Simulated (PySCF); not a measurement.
# CoH₃: relaxation and vibrations of the singlet

Where does singlet CoH₃ go from a T-shaped start, is the end point a minimum, and what are its modes, charges and moments?

The runs use PySCF 2.14.0; PBE0, basis Co def2-TZVP, H def2-TZVP, no relativity, density fitting.

## Step 1: Starting geometry

4 atoms, charge 0, spin multiplicity 1.

Bond lengths: Co1–H2 1.430 Å, Co1–H3 1.430 Å, Co1–H4 1.430 Å. Angles: H2–Co1–H3 88.0°, H2–Co1–H4 88.0°, H3–Co1–H4 176.0°.

Coordinates in bohr (charge 0 multiplicity 1):
```
Co    0.0000    0.0000   -0.0470
H     0.0000    0.0000    2.6553
H     2.7006    0.0000    0.0473
H    -2.7006    0.0000    0.0473
```

## Step 2: Relaxing the singlet from the T-shaped start

The steps below are one call of a driver around PySCF. For each, scf.py gives the equivalent set-up of the SCF; relaxations use the driver's own optimiser. Before each start the driver seeks the lowest SCF state from one or more starting densities and follows internal instabilities, so scf.py alone need not reach the same state.

The program finds C2v symmetry in the start, which this walk keeps. Threshold on the gradient: 0.0003 Eh/bohr, with a further test on the energy change.

The input, scf.py:

```python
from pyscf import gto, scf, dft
mol = gto.M(atom='''
Co     0.000000     0.000000    -0.024885
H      0.000000     0.000000     1.405115
H      1.429100    -0.000000     0.025015
H     -1.429100     0.000000     0.025015''',
    basis={'Co': 'def2-TZVP', 'H': 'def2-TZVP'},
    charge=0, spin=0)
mf = dft.RKS(mol, xc='PBE0')
mf.grids.atom_grid = (50, 194)
aux = {'Co': 'def2-universal-JKFIT', 'H': 'def2-universal-JKFIT'}
mf = mf.density_fit(auxbasis=aux)
mf.kernel()
```

The optimiser's trace:

```
step   energy (Eh)  change (kJ/mol)  largest symmetric gradient (Eh/bohr)
   0  -1384.156750             0.00                               0.03929
   1  -1384.162381           -14.78                               0.01946
   2  -1384.164551           -20.48                               0.00394
   3  -1384.164660           -20.77                               0.00049
   4  -1384.164662           -20.77                               0.00036
   5  -1384.164662           -20.77                               0.00022
```

The walk ran for 2.4 s (4 threads, shared host).

Geometry (Å) and forces (eV/Å) at some steps:

```
step 0
Co   0.000   0.000  -0.025   0.000   0.000   0.062
H    0.000   0.000   1.405   0.000   0.000  -0.324
H    1.429   0.000   0.025   2.020   0.000   0.131
H   -1.429   0.000   0.025  -2.020   0.000   0.131
step 1
Co   0.000   0.000  -0.026   0.000   0.000   0.046
H    0.000   0.000   1.396   0.000   0.000  -0.199
H    1.479   0.000   0.030   1.000   0.000   0.077
H   -1.479   0.000   0.030  -1.000   0.000   0.077
step 3
Co   0.000   0.000  -0.029   0.000   0.000  -0.025
H    0.000   0.000   1.381   0.000   0.000   0.003
H    1.540   0.000   0.039   0.025   0.000   0.011
H   -1.540   0.000   0.039  -0.025   0.000   0.011
step 5
Co   0.000   0.000  -0.030   0.000   0.000  -0.011
H    0.000   0.000   1.380   0.000   0.000   0.002
H    1.542   0.000   0.040  -0.003   0.000   0.005
H   -1.542   0.000   0.040   0.003   0.000   0.005
```

End point (C2v, 5 steps, 20.8 kJ/mol gained): Co–H 1.410 Å, Co–H 1.544 Å (×2); H–Co–H 87.4° (×2), H–Co–H 174.8°.

## Step 3: Frequencies

The point is checked on the finer grid, and tightened if its gradient asks for it. The Hessian and the dipole derivatives come from central differences of analytic gradients, with steps of 0.01 bohr.

scf.py: that of step 2 with these lines changed.

```diff
@@ -3,4 +3,4 @@
-Co     0.000000     0.000000    -0.024885
-H      0.000000     0.000000     1.405115
-H      1.429100    -0.000000     0.025015
-H     -1.429100     0.000000     0.025015''',
+Co    -0.000000     0.000000    -0.026099
+H      0.000000     0.000000     1.383745
+H      1.541841    -0.000000     0.045385
+H     -1.541841     0.000000     0.045385''',
@@ -10 +10 @@
-mf.grids.atom_grid = (50, 194)
+mf.grids.atom_grid = (75, 302)
```

This SCF starts from the last density.

Log of the central SCF (cycles and frontier levels):

```text
init E= -1384.16456282576
  HOMO = -0.259470436462953  LUMO = -0.167192917940248  gap/eV = 2.51100
cycle= 1 E= -1384.16456282066  delta_E= 5.1e-09  |g|= 0.000227  |ddm|= 8.36e-05
  HOMO = -0.259460458641  LUMO = -0.167121927409991  gap/eV = 2.51266
cycle= 2 E= -1384.16456275016  delta_E= 7.05e-08  |g|= 0.000846  |ddm|= 0.000308
  HOMO = -0.259468230005359  LUMO = -0.167177814188899  gap/eV = 2.51135
cycle= 3 E= -1384.16456282615  delta_E= -7.6e-08  |g|= 1.48e-06  |ddm|= 0.000242
  HOMO = -0.259468270886368  LUMO = -0.167177859325395  gap/eV = 2.51135
cycle= 4 E= -1384.16456282616  delta_E= -9.32e-12  |g|= 1.7e-07  |ddm|= 7.88e-07
  HOMO = -0.259468279977216  LUMO = -0.167177898723705  gap/eV = 2.51135
Extra cycle  E= -1384.16456282615  delta_E= 1.16e-11  |g|= 4.63e-07  |ddm|= 3.3e-07
converged SCF energy = -1384.16456282615
```

The whole step took 9.2 s.

Geometry: C2v; Co–H 1.410 Å, Co–H 1.543 Å (×2); H–Co–H 87.3° (×2), H–Co–H 174.7°.

Harmonic modes (main isotopes):

```
symmetry  ω (cm⁻¹)  IR (km/mol)  μ (u)     type
      b2      569i          2.9   1.02     bend
      a1       819         36.3   1.04     bend
      b1       914         64.7   1.04     bend
      b2      1584         2408   1.04  stretch
      a1      1929          2.2   1.01  stretch
      a1      2219         14.5   1.03  stretch
```

1 mode is imaginary, the largest at 569i cm⁻¹: a saddle point, not a minimum.

Properties at this point:

| Item | Value |
| --- | --- |
| Dipole moment | 1.16 D |
| Highest occupied level | -7.06 eV |
| Lowest empty level | -4.55 eV |
| Rotational constants | 8.54, 3.518, 2.492 cm⁻¹ |
| Zero-point energy (real modes) | 44.7 kJ/mol |
| Principal polarisabilities | 18.1, 28.5, 63.7 bohr³ |
| Atomisation energy without zero-point energy | 458 kJ/mol |
| Principal traceless quadrupole moments about the centre of mass | -8.78, 3.35, 5.44 D Å |

Charges (e) and bond orders:

```tsv
atom	Mulliken	Löwdin	polar tensor	Mayer order to Co1
Co1	0.16	0.26	1.01	–
H2	0.08	0.07	-0.07	0.98
H3,4	-0.12	-0.17	-0.47	0.79
```

Mulliken populations on Co1: s 6.69, p 12.53, d 7.62, f 0.00.

## Step 4: Leaving the saddle point

The start is the last point, displaced along its most imaginary mode.

The program finds Cs symmetry in the start, which this walk keeps. Threshold on the gradient: 0.0003 Eh/bohr, with a further test on the energy change.

scf.py: that of step 3 with these lines changed.

```diff
@@ -3,4 +3,4 @@
-Co    -0.000000     0.000000    -0.026099
-H      0.000000     0.000000     1.383745
-H      1.541841    -0.000000     0.045385
-H     -1.541841     0.000000     0.045385''',
+Co     0.002074     0.000000    -0.025259
+H     -0.120000    -0.000000     1.384585
+H      1.541207    -0.000000    -0.008668
+H     -1.542474     0.000000     0.101118''',
@@ -10 +10 @@
-mf.grids.atom_grid = (75, 302)
+mf.grids.atom_grid = (50, 194)
```

The optimiser's trace (not every step is listed):

```
step   energy (Eh)  change (kJ/mol)  largest symmetric gradient (Eh/bohr)
   0  -1384.165061             0.00                               0.00214
   1  -1384.165147            -0.23                               0.00235
   2  -1384.165242            -0.48                               0.00254
   3  -1384.165349            -0.76                               0.00271
   4  -1384.165469            -1.07                               0.00288
   5  -1384.165604            -1.43                               0.00304
   6  -1384.165756            -1.82                               0.00320
   7  -1384.165925            -2.27                               0.00335
   8  -1384.166113            -2.76                               0.00351
   9  -1384.166323            -3.31                               0.00367
  10  -1384.166558            -3.93                               0.00384
  12  -1384.167119            -5.40                               0.00422
  14  -1384.167844            -7.31                               0.00469
  16  -1384.168816            -9.86                               0.00600
  18  -1384.170195           -13.48                               0.00758
  20  -1384.172314           -19.04                               0.00990
  22  -1384.175951           -28.59                               0.01389
  24  -1384.182403           -45.53                               0.01670
  26  -1384.186731           -56.90                               0.01808
  28  -1384.189544           -64.28                               0.00836
  30  -1384.190395           -66.51                               0.00530
  31  -1384.190770           -67.50                               0.00611
  32  -1384.190986           -68.06                               0.00526
  33  -1384.191092           -68.34                               0.00208
  34  -1384.191115           -68.40                               0.00053
  35  -1384.191118           -68.41                               0.00012
  36  -1384.191118           -68.41                               0.00005
```

The walk took 17 s.

After 36 steps and 68.4 kJ/mol it ends at C2v: Co–H 1.526 Å, Co–H 1.627 Å (×2), H–H 0.846 Å; Co–H–H 74.9° (×2), H–Co–H 30.2°, H–Co–H 164.9° (×2).

## Step 5: Is it a minimum? Harmonic modes

As before: finer grid, then central differences.

scf.py: that of step 4 with these lines changed.

```diff
@@ -3,4 +3,4 @@
-Co     0.002074     0.000000    -0.025259
-H     -0.120000    -0.000000     1.384585
-H      1.541207    -0.000000    -0.008668
-H     -1.542474     0.000000     0.101118''',
+Co     0.024095    -0.000000    -0.010475
+H     -1.247767    -0.000000     1.003860
+H      1.423992    -0.000000    -0.619094
+H     -1.585172     0.000000     0.227788''',
@@ -10 +10 @@
-mf.grids.atom_grid = (50, 194)
+mf.grids.atom_grid = (75, 302)
```

Log of the central SCF (cycles and frontier levels):

```text
init E= -1384.1910611247
  HOMO = -0.212485706931183  LUMO = -0.108671739874844  gap/eV = 2.82492
cycle= 1 E= -1384.19106112473  delta_E= -2.86e-11  |g|= 2.51e-05  |ddm|= 2.56e-05
  HOMO = -0.212478225867692  LUMO = -0.108664740001103  gap/eV = 2.82491
cycle= 2 E= -1384.19106112386  delta_E= 8.72e-10  |g|= 9.6e-05  |ddm|= 4.81e-05
  HOMO = -0.212484140675667  LUMO = -0.1086703276669  gap/eV = 2.82492
cycle= 3 E= -1384.19106112486  delta_E= -9.94e-10  |g|= 8.13e-06  |ddm|= 4.19e-05
  HOMO = -0.212481695943207  LUMO = -0.108668286582298  gap/eV = 2.82491
cycle= 4 E= -1384.19106112507  delta_E= -2.18e-10  |g|= 4.78e-06  |ddm|= 8.62e-05
  HOMO = -0.212480244618637  LUMO = -0.108667089349193  gap/eV = 2.82490
cycle= 5 E= -1384.19106112515  delta_E= -8.03e-11  |g|= 4.21e-06  |ddm|= 5.66e-05
  HOMO = -0.212479182031886  LUMO = -0.108666117888371  gap/eV = 2.82490
Extra cycle  E= -1384.19106112515  delta_E= 2.5e-12  |g|= 1.1e-05  |ddm|= 9.98e-06
converged SCF energy = -1384.19106112515
```

The whole step took 8.7 s.

Geometry: C2v; Co–H 1.526 Å, Co–H 1.627 Å (×2), H–H 0.846 Å; Co–H–H 74.9° (×2), H–Co–H 30.2°, H–Co–H 164.9° (×2).

Modes, for the most abundant isotopes:

```tsv
symmetry	ω (cm⁻¹)	IR (km/mol)	μ (u)
b2	478	56.1	1.05
b1	733	24.6	1.05
a1	1014	81.6	1.04
b2	1633	0.8	1.01
a1	1877	253	1.02
a1	2959	456	1.01
```

All wavenumbers are real: a minimum.

Constants and moments:

```yaml
Dipole_moment: 2.87 D
Highest_occupied_level: -5.78 eV
Lowest_empty_level: -2.96 eV
Rotational_constants: 46.71, 2.316, 2.206 cm⁻¹
Zero-point_energy: 52.0 kJ/mol
Principal_polarisabilities: 17.0, 31.6, 44.0 bohr³
Atomisation_energy_without_zero-point_energy: 528 kJ/mol
Principal_traceless_quadrupole_moments_about_the_centre_of_mass: -2.89, -1.30, 4.19 D Å
Entropy_at_298.15_K_and_1_bar: 220.1 J/(mol K)
Heat_capacity_Cp_at_298.15_K: 43.7 J/(mol K)
Enthalpy_at_298.15_K_above_0_K: 10.91 kJ/mol
Rotational_symmetry_number: 2
```

Populations by atom (charges in e):

| atom | Mulliken | Löwdin | polar tensor | Mayer order to Co1 |
| --- | --- | --- | --- | --- |
| Co1 | 0.00 | 0.03 | 0.19 | – |
| H2,4 | 0.07 | 0.09 | 0.08 | 0.40 |
| H3 | -0.15 | -0.20 | -0.36 | 0.94 |

Outer orbital energies (eV). occupied: -65.75, -64.52, -14.49, -7.93, -7.76, -6.95, -6.63, -5.78; empty: -2.96, -0.27, 1.54, 1.74.

Mulliken populations on Co1: s 6.75, p 12.26, d 7.99, f 0.00.

## Step 6: Stability of the closed shell

At the lowest minimum the closed shell is tested against spin polarisation, on the (50, 194) grid. It is unstable: an open-shell solution lies lower. That solution was not followed to a minimum here.

## Step 7: All stationary points

| spin | group | bonds | imaginary modes (cm⁻¹) | ΔE (kJ/mol) | with zero-point energy |
| --- | --- | --- | --- | --- | --- |
| singlet | C2v | Co–H 1.526 Å, Co–H 1.627 Å (×2), H–H 0.846 Å | none | 0.0 | 0.0 |
| singlet | C2v | Co–H 1.410 Å, Co–H 1.543 Å (×2) | 569i | 69.6 | – |

## Step 8: Summary of results

```
                            quantity                                                                                              value
                             minimum                                    singlet, C2v (closed shell, unstable towards spin polarisation)
                            geometry  Co–H 1.526 Å, Co–H 1.627 Å (×2), H–H 0.846 Å; Co–H–H 74.9° (×2), H–Co–H 30.2°, H–Co–H 164.9° (×2)
                  wavenumbers (cm⁻¹)                                     478 (b2), 733 (b1), 1014 (a1), 1633 (b2), 1877 (a1), 2959 (a1)
                       dipole moment                                                                                             2.87 D
highest occupied, lowest empty level                                                                                    -5.78, -2.96 eV
          polar-tensor charge of Co1                                                                                            +0.19 e
                   zero-point energy                                                                                        52.0 kJ/mol
```

**Reading.** The T-shaped start (C2v) ends in a minimum of C2v symmetry, after a stop at a saddle point 69.6 kJ/mol higher, from which it was pushed off along an imaginary mode. The strongest infrared band lies at 2959 cm⁻¹ (a1). Other starts or spin states, not run here, may lie lower. A stability analysis at the minimum finds the closed shell unstable towards spin polarisation: an open-shell solution lies lower, and these values are not those of the lowest state.

The search up to here ran for 40 s (4 threads, shared host).
